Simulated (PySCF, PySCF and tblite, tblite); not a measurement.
# C₄H₈BN₂S+: a path driven as rotation about a bond, and NMR exchange, part 2 of 2

PySCF and tblite. Atoms count from 0.

## Step 8: Shieldings, saddle of leg 1: PBE0/pcSseg-1

The job: settings as JSON, then the geometry in Å.

```
{"job": {"kind": "nmr", "xc": "PBE0", "basis": "pcSseg-1", "pop": false}, "charge": 1, "multiplicity": 1}
N      3.001356    -0.071399    -0.344863
B      1.618076     0.178894    -0.566025
C      0.616203    -0.525439     0.493629
N     -0.783121    -0.287679     0.277265
C     -1.391054     0.885420     0.612490
C     -2.692857     0.934082     0.245137
S     -3.163691    -0.514669    -0.543398
C     -1.597594    -1.122704    -0.343065
H      3.575567     0.734113    -0.131569
H      3.488989    -0.570202    -1.077941
H      1.145826     0.833500    -1.426599
H      0.810089    -1.598699     0.482348
H      0.889486    -0.172345     1.489929
H     -0.837818     1.654737     1.118921
H     -3.386775     1.736599     0.398350
H     -1.292681    -2.094211    -0.684609
```

The program printed:

```text
coarse grid: 14144 points
cycle   1  E = -688.8939100396  dE =  1.695e+00  |g| = 5.059e-01  |ddm| = 3.731e+00
cycle   2  E = -688.7975098840  dE =  9.640e-02  |g| = 8.060e-01  |ddm| = 1.453e+00
cycle   3  E = -688.9509766599  dE = -1.535e-01  |g| = 1.049e-01  |ddm| = 9.834e-01
cycle   4  E = -688.9527206096  dE = -1.744e-03  |g| = 6.552e-02  |ddm| = 1.480e-01
cycle   5  E = -688.9538659882  dE = -1.145e-03  |g| = 1.219e-02  |ddm| = 7.857e-02
cycle   6  E = -688.9539007244  dE = -3.474e-05  |g| = 4.022e-03  |ddm| = 1.266e-02
cycle   7  E = -688.9539045850  dE = -3.861e-06  |g| = 8.414e-04  |ddm| = 4.049e-03
final grid: 132752 points
cycle   8  E = -688.9972525074  dE = -3.354e-05  |g| = 1.039e-02  |ddm| = 2.936e-02
cycle   9  E = -688.9972232919  dE =  2.922e-05  |g| = 1.484e-02  |ddm| = 2.596e-02
cycle  10  E = -688.9972780786  dE = -5.479e-05  |g| = 2.056e-03  |ddm| = 1.645e-02
cycle  11  E = -688.9972790651  dE = -9.865e-07  |g| = 4.247e-04  |ddm| = 2.036e-03
cycle  12  E = -688.9972791023  dE = -3.716e-08  |g| = 1.307e-04  |ddm| = 4.307e-04
cycle  13  E = -688.9972791060  dE = -3.736e-09  |g| = 4.599e-05  |ddm| = 1.480e-04
cycle  14  E = -688.9972791065  dE = -5.043e-10  |g| = 1.978e-05  |ddm| = 5.539e-05
converged SCF energy = -688.9972791065

GIAO shielding tensors (ppm)
atom      isotropic    diamagn.    paramagn.     s11        s22        s33       span
  0 N      215.445     312.302     -96.857    137.935    203.682    304.718    166.783
  1 B       17.488     191.267    -173.778    -30.024    -10.712     93.201    123.225
  2 C      122.817     254.953    -132.135     99.831    110.128    158.493     58.662
  3 N       17.377     332.044    -314.667    -94.757    -27.009    173.896    268.653
  4 C       45.055     252.183    -207.128    -36.820     50.300    121.684    158.504
  5 C       47.023     264.407    -217.384    -40.527     31.667    149.929    190.456
  6 S      209.135    1055.287    -846.152     21.112    172.358    433.935    412.822
  7 C       25.801     254.539    -228.738    -59.918     15.919    121.403    181.321
  8 H       30.240      27.039       3.201     23.587     25.851     41.283     17.697
  9 H       30.216      26.795       3.421     23.564     25.961     41.122     17.558
 10 H       24.276      30.587      -6.311     20.795     24.474     27.558      6.762
 11 H       27.088      31.742      -4.654     21.557     27.828     31.880     10.322
 12 H       27.059      31.450      -4.391     21.980     27.199     31.999     10.020
 13 H       23.665      31.029      -7.364     19.496     24.931     26.568      7.071
 14 H       23.383      29.076      -5.693     20.265     23.613     26.272      6.007
 15 H       22.955      29.452      -6.497     19.314     23.363     26.188      6.874
```

It took 31 s on 1 thread of Arm Neoverse V2, shared host; peak memory 0.84 GiB.

In short: HOMO -10.66 eV, LUMO -6.35 eV.

Orbitals, density, ELF and potential are computed afterwards from the orbital file.

Frontier orbitals at PBE0/pcSseg-1, with the share of their density that lies nearest to each atom:

```csv
orbital,energy (eV),lies on
HOMO,-10.66,"N0 59 %; H10 12 %; H8, H9 about 7 % each"
LUMO,-6.35,C7 30 %; S6 25 %; N3 14 %
```

ELF in a plane through or near 9 of the atoms.

Ten even steps from ' ' (0.00) to '@' (1.00):
```
                                                        
                                                        
                                                        
                                                        
                                                        
          ..::              ..====..    ==%%@@++        
        --%%%%++            ..****==..::%%@@@@@@::      
        %%@@@@%%--........    ++****##++@@@@@@@@--      
        --##@@%%##--  ----  ..==****@@==::%%##--        
        ..++**--%%..%%::++..--****==**--==++..          
      ..##@@@@**##==..####::**##**....######==::        
      ::%%@@@@##==::--**++..==%%%%++**::--::%%**::      
        ==##**::      ....  ..++::::%%--..==@@%%==      
                            ++@@@@##++++##@@@@##--      
                            @@@@@@@@--..==****==..      
                            @@@@@@%%..    ....          
                            --%%%%==                    
                                                        
                                                        
                                                        
```
The map spans 12.4 Å across and 9.9 Å up, centred on the molecule. Atoms in the plane (x, y in Å): N0 (-3.0, 0.2), B1 (-1.6, 0.2), C5 (2.8, 0.7), S6 (3.0, -1.0), C7 (1.5, -1.3), H8 (-3.5, 1.1), H9 (-3.6, -0.5), H14 (3.5, 1.4), H15 (1.0, -2.3).

On the surface of density 0.002 e/bohr³ the electrostatic potential runs, from the 1st to the 99th percentile, from 1.96 V near N0 to 5.76 V near B1.

## Step 9: Single-point energy: PBE0/pcSseg-1

The job: settings as JSON, then the geometry in Å.

```
{"job": {"kind": "sp", "xc": "PBE0", "basis": "pcSseg-1", "pop": false}, "charge": 1, "multiplicity": 1}
N      3.004497    -0.047289    -0.388777
B      1.607588     0.137531    -0.487034
C      0.581585    -0.573831     0.577579
N     -0.803839    -0.311687     0.315755
C     -1.398747     0.876893     0.623612
C     -2.679654     0.957773     0.195490
S     -3.149137    -0.476933    -0.619185
C     -1.610031    -1.125578    -0.345454
H      3.397881    -0.957418    -0.577611
H      3.502078     0.346701     0.396045
H      1.123187     0.803173    -1.323390
H      0.748035    -1.652197     0.574605
H      0.823319    -0.213461     1.579882
H     -0.851504     1.633270     1.155319
H     -3.359540     1.777369     0.317952
H     -1.314644    -2.103431    -0.676259
```

The program printed:

```text
coarse grid: 14144 points
cycle   1  E = -688.8865657302  dE =  1.695e+00  |g| = 5.099e-01  |ddm| = 3.739e+00
cycle   2  E = -688.7157974633  dE =  1.708e-01  |g| = 9.502e-01  |ddm| = 1.607e+00
cycle   3  E = -688.9448188427  dE = -2.290e-01  |g| = 1.072e-01  |ddm| = 1.218e+00
cycle   4  E = -688.9469015573  dE = -2.083e-03  |g| = 6.680e-02  |ddm| = 1.624e-01
cycle   5  E = -688.9479432010  dE = -1.042e-03  |g| = 2.039e-02  |ddm| = 8.191e-02
cycle   6  E = -688.9480478584  dE = -1.047e-04  |g| = 5.826e-03  |ddm| = 2.184e-02
cycle   7  E = -688.9480560635  dE = -8.205e-06  |g| = 1.628e-03  |ddm| = 7.100e-03
final grid: 132752 points
cycle   8  E = -688.9915049795  dE = -3.197e-05  |g| = 1.130e-02  |ddm| = 3.052e-02
cycle   9  E = -688.9914632156  dE =  4.176e-05  |g| = 1.687e-02  |ddm| = 2.921e-02
cycle  10  E = -688.9915362790  dE = -7.306e-05  |g| = 2.317e-03  |ddm| = 1.886e-02
cycle  11  E = -688.9915374800  dE = -1.201e-06  |g| = 4.146e-04  |ddm| = 2.070e-03
cycle  12  E = -688.9915375150  dE = -3.495e-08  |g| = 1.447e-04  |ddm| = 4.599e-04
cycle  13  E = -688.9915375196  dE = -4.565e-09  |g| = 5.510e-05  |ddm| = 1.682e-04
cycle  14  E = -688.9915375203  dE = -7.387e-10  |g| = 2.445e-05  |ddm| = 7.167e-05
converged SCF energy = -688.9915375203
```

It took 12 s on 1 thread of Arm Neoverse V2, shared host; peak memory 0.64 GiB.

Key values: HOMO -10.52 eV, LUMO -6.37 eV.

## Step 10: Barriers, rates and exchange

The job: settings as JSON, then the geometry in Å.

```
{"job": {"smiles": "NBC[n+]1ccsc1", "charge": 1, "mult": 1, "motion": "rotation", "what": "aminoborane", "atoms": [1, 0], "drives": [{"terms": [["t", [2, 1, 0, 8], 0.25], ["t", [2, 1, 0, 9], 0.25], ["t", [10, 1, 0, 8], 0.25], ["t", [10, 1, 0, 9], 0.25]], "by": 180, "n": 12}], "flip": [1, 0], "study": "path", "level": {"kind": "nmr", "xc": "PBE0", "basis": "pcSseg-1"}, "fields": [100, 700, 800], "first": 2, "seed": 846, "kind": "path"}, "charge": 1, "multiplicity": 1}
N      2.935142     0.090130    -0.295661
B      1.586458     0.282277    -0.354605
C      0.635768    -0.577296     0.639911
N     -0.764621    -0.314074     0.438375
C     -1.355148     0.848379     0.832055
C     -2.661115     0.925453     0.484002
S     -3.155249    -0.483803    -0.359992
C     -1.592756    -1.113579    -0.204511
H      3.588618     0.587538    -0.879183
H      3.399632    -0.554599     0.324727
H      1.109786     1.047550    -1.097130
H      0.813528    -1.644197     0.504437
H      0.884248    -0.330990     1.674028
H     -0.785172     1.590412     1.360273
H     -3.345118     1.727191     0.679601
H     -1.301598    -2.071447    -0.593983
```

The program printed:

```text
stationary points (kcal/mol above the start)
  n  kind          group   xTB      DFT    lowest mode
  0  minimum      C1       0.00     0.00      37.4
  1  saddle       C1      27.92    30.88    -841.9
  2  saddle       C1      29.07    34.43    -912.5
  3  minimum      C1       0.01     0.00      37.1

GFN2-xTB energies: T/K, barrier G, reaction G (kcal/mol), k forward, k back (1/s)
 150.00    25.31     0.00   8.49e-25   8.59e-25
 200.00    25.30     0.00      2e-15   2.01e-15
 250.00    25.29     0.00   9.08e-10   9.11e-10
 298.15    25.27     0.00   4.31e-06   4.32e-06
 350.00    25.26    -0.00    0.00302    0.00302
 400.00    25.24    -0.00      0.343      0.343
 500.00    25.21    -0.00        272        271

PBE0/pcSseg-1 + D3(BJ) energies: T/K, barrier G, reaction G (kcal/mol), k forward, k back (1/s)
 150.00    28.27    -0.00   4.08e-29   4.05e-29
 200.00    28.26    -0.00    1.1e-18   1.09e-18
 250.00    28.24    -0.00   2.12e-12   2.11e-12
 298.15    28.23    -0.00   2.53e-08   2.51e-08
 350.00    28.21    -0.01   3.56e-05   3.53e-05
 400.00    28.19    -0.01    0.00665     0.0066
 500.00    28.16    -0.01       10.5       10.4
```

Run time: 84 s. Hardware: 1 thread of Arm Neoverse V2, shared host; peak memory 0.84 GiB. This counts the whole study up to here.

Barriers by level (kcal/mol; entropies in cal/(mol K)). Zero-point and thermal terms come from xTB in every row. ΔG‡ leaves symmetry out; the rate counts equivalent paths (a factor of 2) and all 2 saddles; effective ΔG‡, where given, is the barrier that would give that rate by Eyring's equation alone:

```csv
level,ΔE‡,with zero-point,ΔH‡,ΔS‡,ΔG‡ (298 K),ΔE of reaction,k at 298 K (1/s),effective ΔG‡
GFN2-xTB,27.92,25.33,25.38,0.3,25.27,0.01,4.3e-06,24.77
PBE0/pcSseg-1 + D3(BJ),30.88,28.28,28.33,0.3,28.23,0.00,2.5e-08,27.82
```

Sites that the driver pairs across this motion, and where their lines would merge (no couplings; faster rotations or exchange between molecules can average them sooner):

```csv
nucleus,sites: shielding (ppm),proton frequency (MHz),spread (Hz),coalescence (K),lines at 298 K
¹H,H8: 26.33; H9: 26.91,100,58,546,2
¹H,H8: 26.33; H9: 26.91,700,405,588,2
¹H,H8: 26.33; H9: 26.91,800,463,591,2
```

## Step 11: Results

What follows sums up all 2 parts.

| quantity | value |
| --- | --- |
| barrier (PBE0/pcSseg-1 + D3(BJ)) | ΔE‡ 30.9, ΔG‡(298 K) 28.2 kcal/mol |
| barrier (GFN2-xTB) | ΔE‡ 27.9 kcal/mol |
| rate at 298 K | 2.5e-08 s⁻¹ |
| end of the path | the start, renumbered or mirrored |
| coalescence of ¹H H8 | 591 K at 800 MHz |

**Reading.** DFT puts the top 30.9 kcal/mol above the start (xTB: 27.9); the rate from the DFT barrier is 2.5e-08 s⁻¹ at 298 K. An error of 1.4 kcal/mol changes that rate tenfold. The ¹H lines of H8 and its partners, 463 Hz apart at 800 MHz, merge at 591 K, so by this path alone the exchange at 298 K is slow for them; other paths were not followed. The moving atom is hydrogen and the barrier is narrow, so tunnelling, which is left out, should speed the exchange.
